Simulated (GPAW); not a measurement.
The system is AlSn.

```
Sn Al
1.0
     4.19811    0.00000    0.00000
    -2.09905    3.63567    0.00000
     0.00000    0.00000    3.30685
Sn Al
1 1
Cartesian
  0.0000 2.4238 1.6534
  0.0000 0.0000 0.0000
```

The cell comes from a database or a generator and needn't be the stable form of this composition.

| Property | Result |
| --- | --- |
| Program | GPAW 26.7.0 |
| Task | relaxation of cell and atoms |
| Functional | PBEsol |
| Dispersion | D3 |
| Potentials or basis | PAW data sets generated in the run's folder for this functional |
| Cutoff | 600 eV |
| Basis | pw |
| k mesh | 6 × 6 × 7 |
| Occupations | fermi-dirac, width 0.05 eV |
| Spin | no spin polarisation |

At the start: pressure -3.4 GPa; volume 25.24 Å³/atom.

Task: Where does the relaxation end?

Result: Over 5 steps the energy falls by 25.6 meV/atom and the volume is 23.75 Å³/atom (-5.9 %); space group P-6m2 (No. 187, to 0.05 Å).

Step by step:
| step | energy change (eV) | largest force (eV/Å) | pressure (GPa) | volume (Å³) |
| --- | --- | --- | --- | --- |
| 1 | 0.0000 | 0.0000 | -3.40 | 50.47 |
| 2 | -0.0163 | 0.0000 | -2.83 | 49.90 |
| 3 | -0.0507 | 0.0000 | 0.42 | 47.25 |
| 4 | -0.0512 | 0.0000 | -0.01 | 47.54 |
| 5 | -0.0512 | 0.0000 | 0.04 | 47.51 |

Final structure:
```
Sn Al
1.0
     4.15558    0.00000    0.00000
    -2.07779    3.59884    0.00000
     0.00000    0.00000    3.17652
Sn Al
1 1
Cartesian
  0.0000 2.3992 1.5883
  0.0000 0.0000 0.0000
```

Caveat: later steps reuse the first step's grids; pairwise dispersion overbinds metals, which lowers pressure and volume.
